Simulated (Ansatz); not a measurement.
# Ti4AlC3: the cost of one run

Program: Ansatz 0.2.0. Level of theory: DFT PBEsol, scalar-relativistic, plane waves, PAW. These are calculated values, not measurements.

## 1. Starting point

The structure is hexagonal, space group P6_3/mmc (No. 194). The conventional cell has a = 3.082 Å, b = 3.082 Å, c = 23.586 Å, α = 90.00°, β = 90.00°, γ = 120.00°. Ti (site symmetry 3m) is surrounded by 6 C at 2.15 to 2.23 Å. Ti (site symmetry 3m) is surrounded by 3 C at 2.07 Å. Around Al (site symmetry -6m2) lie 6 Ti at 2.90 Å and 6 Al at 3.08 Å. Around C (site symmetry -3m) lie 6 Ti at 2.15 Å. C (site symmetry 3m) is surrounded by 6 Ti at 2.07 to 2.23 Å.

Coordinates:

```
Ti Al C
1.0
     3.08197    0.00000    0.00000
    -1.54099    2.66907    0.00000
     0.00000    0.00000   23.58552
Ti Al C
8 2 6
Cartesian
  0.0000 1.7794 1.2002
  1.5410 0.8897 22.3853
  1.5410 0.8897 12.9930
  0.0000 1.7794 10.5925
  0.0000 0.0000 3.6059
  0.0000 0.0000 19.9796
  0.0000 0.0000 15.3987
  0.0000 0.0000 8.1868
  0.0000 1.7794 5.8964
  1.5410 0.8897 17.6891
  0.0000 0.0000 0.0000
  0.0000 0.0000 11.7928
  1.5410 0.8897 2.5465
  0.0000 1.7794 21.0390
  0.0000 1.7794 14.3393
  1.5410 0.8897 9.2462
```

This cell was relaxed beforehand with the same method: volume 12.13 Å³/atom, gap on the mesh none (metal).

## 2. The cell under PBEsol

The input, input.yaml:

```yaml
crystal:
  lattice:
    - [3.081973292, 0.0, 0.0]
    - [-1.540986646, 2.6690671646, 0.0]
    - [0.0, 0.0, 23.5855209217]
  atoms:
    - { symbol: Ti, position: [0.3333333333, 0.6666666667, 0.0508887223] }
    - { symbol: Ti, position: [0.6666666667, 0.3333333333, 0.9491112777] }
    - { symbol: Ti, position: [0.6666666667, 0.3333333333, 0.5508887223] }
    - { symbol: Ti, position: [0.3333333333, 0.6666666667, 0.4491112777] }
    - { symbol: Ti, position: [0.0, 0.0, 0.1528882649] }
    - { symbol: Ti, position: [0.0, 0.0, 0.8471117351] }
    - { symbol: Ti, position: [0.0, 0.0, 0.6528882649] }
    - { symbol: Ti, position: [0.0, 0.0, 0.3471117351] }
    - { symbol: Al, position: [0.3333333333, 0.6666666667, 0.25] }
    - { symbol: Al, position: [0.6666666667, 0.3333333333, 0.75] }
    - { symbol: C, position: [0.0, 0.0, 0.0] }
    - { symbol: C, position: [0.0, 0.0, 0.5] }
    - { symbol: C, position: [0.6666666667, 0.3333333333, 0.1079700852] }
    - { symbol: C, position: [0.3333333333, 0.6666666667, 0.8920299148] }
    - { symbol: C, position: [0.3333333333, 0.6666666667, 0.6079700852] }
    - { symbol: C, position: [0.6666666667, 0.3333333333, 0.3920299148] }
basis:
  ecutwfc: 420
kpoints:
  mp_grid: { grid: [15, 15, 2] }
hamiltonian:
  xc: pbesol
scf:
  occupations: { method: gaussian, width: 0.1 }
output:
  forces: true
  stress: true
  eigenvalues: true
relax:
  adjacent_minimum: "off"
  f_tol: 0.005
  max_steps: 50
  cell: { stress_tol: 0.05 }
```

The run is started by

```sh
$ ansatz run input.yaml --threads 4 --pin off --max-ram 10240MiB --backend cpu --events-out ev --progress --plain --runs-dir out
```

Q: Estimate wall time and peak memory on 4 threads of Intel Xeon 6975P-C (Granite Rapids), shared host.

About 54 s, with a peak of 1.1 GiB.
